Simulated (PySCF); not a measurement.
**C3H18Si5: NMR shifts at several levels of theory**

Aim: compute the NMR shifts of C3H18Si5 (`C[Si](C)(C)[Si]([SiH3])([SiH3])[SiH3]`) at several levels, and see how far they spread and what each costs.

The runs use PySCF 2.14.0, with density-fitted response routines of our own; the level of theory stands in each step. All values are computed, except where a source is named. Atoms are numbered from 0 throughout.

### Step 1. The starting structure

26 atoms, charge 0, multiplicity 1; geometry from: GFN2-xTB.

Bonds of the start (Å): C0–Si1 1.91, Si1–C2 1.91, Si1–C3 1.91, Si1–Si4 2.37, Si4–Si5 2.34, Si4–Si6 2.35, Si4–Si7 2.34, C0–H8 1.09, C0–H9 1.09, C0–H10 1.09, C2–H11 1.09, C2–H12 1.08, C2–H13 1.09, C3–H14 1.09, C3–H15 1.09, C3–H16 1.08, Si5–H17 1.47, Si5–H18 1.47, Si5–H19 1.46, Si6–H20 1.47, Si6–H21 1.46, Si6–H22 1.46, Si7–H23 1.46, Si7–H24 1.46, Si7–H25 1.47.

### Step 2. Geometry optimisation at PBE0-D3(BJ)/def2-SVP

The job: settings as JSON, then the geometry in Å.

```
{"job": {"xc": "PBE0", "basis": "def2-SVP", "d3": "d3bj", "grid": 1, "kind": "geom"}, "charge": 0, "multiplicity": 1}
C      2.756380    -1.047470     0.353290
Si     1.529450    -0.056620    -0.722620
C      2.232310     1.708520    -0.957800
C      1.442790    -0.890700    -2.438160
Si    -0.610080     0.022630     0.289890
Si    -1.422840    -2.161200     0.548850
Si    -2.066610     1.249620    -1.078910
Si    -0.436300     1.056110     2.385530
H      2.410140    -2.067220     0.496100
H      2.856490    -0.598230     1.345700
H      3.747600    -1.093840    -0.089140
H      1.578250     2.307570    -1.585100
H      2.331650     2.211710    -0.003270
H      3.216190     1.700770    -1.418600
H      0.773890    -0.347560    -3.099770
H      2.414970    -0.942120    -2.920490
H      1.069090    -1.899930    -2.361270
H     -0.548990    -2.992080     1.383670
H     -1.537020    -2.875870    -0.731740
H     -2.748220    -2.211660     1.170710
H     -2.210450     0.665580    -2.416490
H     -1.617180     2.625360    -1.288670
H     -3.421450     1.351360    -0.531230
H      0.463700     0.343710     3.291710
H     -1.717980     1.150690     3.088560
H      0.082600     2.425050     2.298000
```

Standard output:

```text
step   0  E = -1571.36577723  max force = 0.018339
step   1  E = -1571.37379632  max force = 0.006186
step   2  E = -1571.37407756  max force = 0.002350
step   3  E = -1571.37414246  max force = 0.000345
step   4  E = -1571.37415728  max force = 0.000451
step   5  E = -1571.37416840  max force = 0.000436
optimisation converged
```

Run time: 92 s. Hardware: 8 threads of Intel Xeon Platinum 8488C (Sapphire Rapids), shared host.

Step by step:

| step | energy from step 0 (eV) | largest force component (eV/Å) |
| --- | --- | --- |
| 0 | 0.0000 | 0.9430 |
| 1 | -0.2182 | 0.3181 |
| 2 | -0.2259 | 0.1208 |
| 3 | -0.2276 | 0.0177 |
| 4 | -0.2280 | 0.0232 |
| 5 | -0.2283 | 0.0224 |

Close pairs (by a distance rule), those that changed most:

| bond | before (Å) | after (Å) | change (Å) |
| --- | --- | --- | --- |
| Si6–H21 | 1.462 | 1.497 | +0.035 |
| Si7–H23 | 1.462 | 1.497 | +0.035 |
| Si5–H19 | 1.465 | 1.496 | +0.031 |
| Si6–H22 | 1.465 | 1.496 | +0.031 |
| Si7–H24 | 1.465 | 1.496 | +0.031 |
| Si6–H20 | 1.467 | 1.497 | +0.031 |
| Si7–H25 | 1.467 | 1.497 | +0.031 |
| Si5–H17 | 1.467 | 1.497 | +0.031 |

The end geometry stands in the next job.

| at the end point | value |
| --- | --- |
| point group (found at 0.08 Å tolerance) | C3v |
| rotational constants (GHz, main isotopes) | 0.783, 0.581, 0.581 |
| dipole moment (D) | 1.64 |

### Step 3. Shielding tensors: PBE0/pcSseg-1

The job: settings as JSON, then the geometry in Å.

```
{"job": {"kind": "nmr", "xc": "PBE0", "basis": "pcSseg-1", "pop": false}, "charge": 0, "multiplicity": 1}
C      2.716769    -1.052174     0.382920
Si     1.569347    -0.057806    -0.731562
C      2.197897     1.707989    -0.919976
C      1.406733    -0.885705    -2.415816
Si    -0.562189     0.018948     0.262914
Si    -1.411622    -2.148599     0.504330
Si    -2.011980     1.263482    -1.087949
Si    -0.424633     1.028395     2.370242
H      2.346693    -2.080170     0.518681
H      2.803854    -0.588802     1.377945
H      3.727242    -1.109810    -0.054421
H      1.521238     2.304125    -1.551850
H      2.275602     2.208169     0.057792
H      3.196128     1.718207    -1.387889
H      0.721388    -0.324720    -3.069955
H      2.386770    -0.941073    -2.917822
H      1.017435    -1.910928    -2.317392
H     -0.496810    -2.964383     1.364242
H     -1.511369    -2.813715    -0.833333
H     -2.769595    -2.143626     1.131578
H     -2.106935     0.639376    -2.445761
H     -1.491859     2.657866    -1.251770
H     -3.387637     1.337039    -0.505108
H      0.495929     0.246152     3.254727
H     -1.762567     1.109872     3.034164
H      0.122553     2.416073     2.239819
```

With the program's defaults for keys left out, this is: GIAO PBE0/pcSseg-1 NMR shielding, non-relativistic, gas phase.

Standard output:

```text
coarse grid: 22544 points
cycle   1  E = -1571.7116710446  dE = -1.955e-01  |g| = 5.027e-01  |ddm| = 4.404e+00
cycle   2  E = -1571.6960288343  dE =  1.564e-02  |g| = 5.503e-01  |ddm| = 9.223e-01
cycle   3  E = -1571.7760168931  dE = -7.999e-02  |g| = 3.539e-02  |ddm| = 5.575e-01
cycle   4  E = -1571.7763268609  dE = -3.100e-04  |g| = 1.658e-02  |ddm| = 8.668e-02
cycle   5  E = -1571.7764133542  dE = -8.649e-05  |g| = 3.301e-03  |ddm| = 3.313e-02
cycle   6  E = -1571.7764161185  dE = -2.764e-06  |g| = 4.641e-04  |ddm| = 5.826e-03
final grid: 189952 points
cycle   7  E = -1571.8189920865  dE = -3.160e-05  |g| = 7.480e-03  |ddm| = 2.952e-02
cycle   8  E = -1571.8189875775  dE =  4.509e-06  |g| = 8.467e-03  |ddm| = 1.453e-02
cycle   9  E = -1571.8190060081  dE = -1.843e-05  |g| = 4.238e-04  |ddm| = 7.891e-03
cycle  10  E = -1571.8190060420  dE = -3.396e-08  |g| = 1.608e-04  |ddm| = 9.228e-04
cycle  11  E = -1571.8190060509  dE = -8.868e-09  |g| = 2.774e-05  |ddm| = 3.385e-04
cycle  12  E = -1571.8190060511  dE = -2.115e-10  |g| = 3.696e-06  |ddm| = 5.906e-05
converged SCF energy = -1571.8190060511

GIAO shielding tensors (ppm)
atom      isotropic    diamagn.    paramagn.     s11        s22        s33       span
  0 C      184.636     256.249     -71.613    180.924    184.753    188.231      7.308
  1 Si     360.549     883.493    -522.944    344.346    368.314    368.988     24.642
  2 C      184.638     256.312     -71.674    180.933    184.770    188.211      7.278
  3 C      184.636     256.302     -71.667    180.949    184.761    188.198      7.249
  4 Si     510.242     886.686    -376.444    505.254    505.977    519.495     14.241
  5 Si     454.359     882.048    -427.689    442.887    448.035    472.155     29.268
  6 Si     454.318     882.081    -427.763    442.781    448.014    472.159     29.378
  7 Si     454.392     882.051    -427.660    442.930    448.006    472.239     29.309
  8 H       31.030      33.080      -2.050     26.156     29.762     37.173     11.017
  9 H       31.033      33.070      -2.037     26.149     29.770     37.179     11.030
 10 H       31.011      29.724       1.288     26.314     27.914     38.806     12.492
 11 H       31.030      33.121      -2.090     26.119     29.825     37.147     11.029
 12 H       31.029      33.105      -2.077     26.152     29.772     37.162     11.010
 13 H       31.013      29.740       1.273     26.312     27.901     38.825     12.513
 14 H       31.024      33.114      -2.090     26.125     29.796     37.151     11.026
 15 H       31.014      29.742       1.272     26.315     27.906     38.821     12.506
 16 H       31.034      33.106      -2.072     26.148     29.792     37.163     11.015
 17 H       27.565      30.742      -3.177     23.746     26.042     32.907      9.162
 18 H       27.566      30.748      -3.182     23.737     26.071     32.890      9.153
 19 H       27.622      30.186      -2.563     23.839     25.207     33.821      9.981
 20 H       27.565      30.782      -3.216     23.732     26.085     32.879      9.146
 21 H       27.567      30.775      -3.208     23.743     26.073     32.886      9.143
 22 H       27.623      30.202      -2.580     23.842     25.196     33.830      9.988
 23 H       27.566      30.745      -3.179     23.749     26.041     32.909      9.160
 24 H       27.623      30.187      -2.564     23.841     25.204     33.823      9.982
 25 H       27.566      30.755      -3.189     23.733     26.078     32.886      9.153
```

It took 46 s on 8 threads of Intel Xeon Platinum 8488C (Sapphire Rapids), shared host.

The references, computed at this level on geometries of the same kind, shield at (ppm): 1H TMS 31.27, 13C TMS 184.4, 29Si TMS 352.0. Their shielding less the atom's gives the shift. The references are single molecules in the gas phase. Atoms listed in one row are averaged.

| atoms | environment | σ (ppm) | δ (ppm) | δ scaled to CDCl3 |
| --- | --- | --- | --- | --- |
| C0, C2, C3 | methyl carbon bonded to Si | 184.6 | -0.2 | -0.7 |
| H17, H18, H19, H20, H21 and 4 more | hydrogen on a silicon bonded to Si | 27.58 | 3.68 | – |
| H8, H9, H10, H11, H12 and 4 more | hydrogen on a methyl carbon bonded to Si | 31.02 | 0.24 | 0.45 |
| Si1 | silicon bonded to 3 C, Si | 360.5 | -8.6 | – |
| Si5, Si6, Si7 | silicon bonded to Si, 3 H | 454.4 | -102.4 | – |
| Si4 | silicon bonded to 4 Si | 510.2 | -158.2 | – |

The scaled column applies a straight-line fit of computed shieldings to shifts measured in CDCl3 (root-mean-square error 0.21 ppm for H, 2.0 ppm for C).

### Step 4. NMR shieldings: PBE/pcSseg-1

The job, as its differences from that of step 3:

```diff
@@ -1,2 +1,2 @@
-{"job": {"kind": "nmr", "xc": "PBE0", "basis": "pcSseg-1", "pop": false}, "charge": 0, "multiplicity": 1}
+{"job": {"kind": "nmr", "xc": "PBE", "basis": "pcSseg-1", "pop": false}, "charge": 0, "multiplicity": 1}
 C      2.716769    -1.052174     0.382920
```

With the program's defaults for keys left out, this is: GIAO PBE/pcSseg-1 NMR shielding, non-relativistic, gas phase.

Standard output:

```text
coarse grid: 22544 points
cycle   1  E = -1571.4511852763  dE = -1.955e-01  |g| = 7.332e-01  |ddm| = 4.503e+00
cycle   2  E = -1571.2459018586  dE =  2.053e-01  |g| = 1.106e+00  |ddm| = 1.843e+00
cycle   3  E = -1571.5900142907  dE = -3.441e-01  |g| = 9.208e-02  |ddm| = 1.351e+00
cycle   4  E = -1571.5926272580  dE = -2.613e-03  |g| = 4.223e-02  |ddm| = 2.605e-01
cycle   5  E = -1571.5932226466  dE = -5.954e-04  |g| = 7.293e-03  |ddm| = 8.678e-02
cycle   6  E = -1571.5932387153  dE = -1.607e-05  |g| = 2.395e-03  |ddm| = 1.888e-02
cycle   7  E = -1571.5932407910  dE = -2.076e-06  |g| = 4.227e-04  |ddm| = 5.882e-03
final grid: 189952 points
cycle   8  E = -1571.6505841273  dE = -2.689e-05  |g| = 1.329e-02  |ddm| = 4.227e-02
cycle   9  E = -1571.6505098636  dE =  7.426e-05  |g| = 2.093e-02  |ddm| = 3.621e-02
cycle  10  E = -1571.6506283894  dE = -1.185e-04  |g| = 1.286e-03  |ddm| = 2.489e-02
cycle  11  E = -1571.6506287866  dE = -3.972e-07  |g| = 4.882e-04  |ddm| = 3.165e-03
cycle  12  E = -1571.6506288717  dE = -8.509e-08  |g| = 4.040e-05  |ddm| = 1.013e-03
cycle  13  E = -1571.6506288722  dE = -4.511e-10  |g| = 1.337e-05  |ddm| = 1.037e-04
converged SCF energy = -1571.6506288722

GIAO shielding tensors (ppm)
atom      isotropic    diamagn.    paramagn.     s11        s22        s33       span
  0 C      179.918     255.129     -75.211    175.899    179.372    184.483      8.583
  1 Si     341.842     884.249    -542.407    327.689    348.572    349.264     21.575
  2 C      179.918     255.197     -75.279    175.913    179.389    184.453      8.540
  3 C      179.917     255.186     -75.269    175.930    179.379    184.441      8.511
  4 Si     491.291     887.315    -396.023    486.248    486.973    500.652     14.404
  5 Si     441.438     882.874    -441.437    428.575    433.612    462.126     33.550
  6 Si     441.395     882.906    -441.511    428.481    433.586    462.118     33.636
  7 Si     441.483     882.877    -441.394    428.651    433.583    462.216     33.565
  8 H       30.909      32.990      -2.080     26.211     29.773     36.743     10.532
  9 H       30.912      32.979      -2.068     26.204     29.781     36.749     10.545
 10 H       30.946      29.669       1.278     26.504     27.963     38.371     11.867
 11 H       30.908      33.031      -2.123     26.172     29.836     36.717     10.545
 12 H       30.907      33.016      -2.109     26.206     29.783     36.732     10.526
 13 H       30.948      29.686       1.263     26.503     27.951     38.389     11.886
 14 H       30.902      33.025      -2.123     26.179     29.806     36.721     10.542
 15 H       30.949      29.687       1.262     26.506     27.956     38.386     11.880
 16 H       30.913      33.016      -2.104     26.202     29.803     36.733     10.531
 17 H       27.414      30.816      -3.402     23.703     25.916     32.624      8.921
 18 H       27.415      30.822      -3.406     23.696     25.944     32.607      8.911
 19 H       27.478      30.181      -2.702     23.826     25.109     33.500      9.673
 20 H       27.414      30.854      -3.440     23.690     25.958     32.595      8.906
 21 H       27.416      30.847      -3.431     23.701     25.946     32.602      8.901
 22 H       27.479      30.197      -2.718     23.830     25.100     33.508      9.679
 23 H       27.415      30.819      -3.404     23.706     25.914     32.625      8.919
 24 H       27.479      30.182      -2.703     23.828     25.106     33.502      9.674
 25 H       27.415      30.829      -3.414     23.691     25.951     32.603      8.912
```

Wall time 32 s (8 threads of Intel Xeon Platinum 8488C (Sapphire Rapids), shared host).

Key values: δ C0 0.1, Si1 -7.2, Si5 -106.8, Si4 -156.7, H17 3.76, H8 0.28 ppm (means over like atoms).

(Part 1 of 2 ends here.)
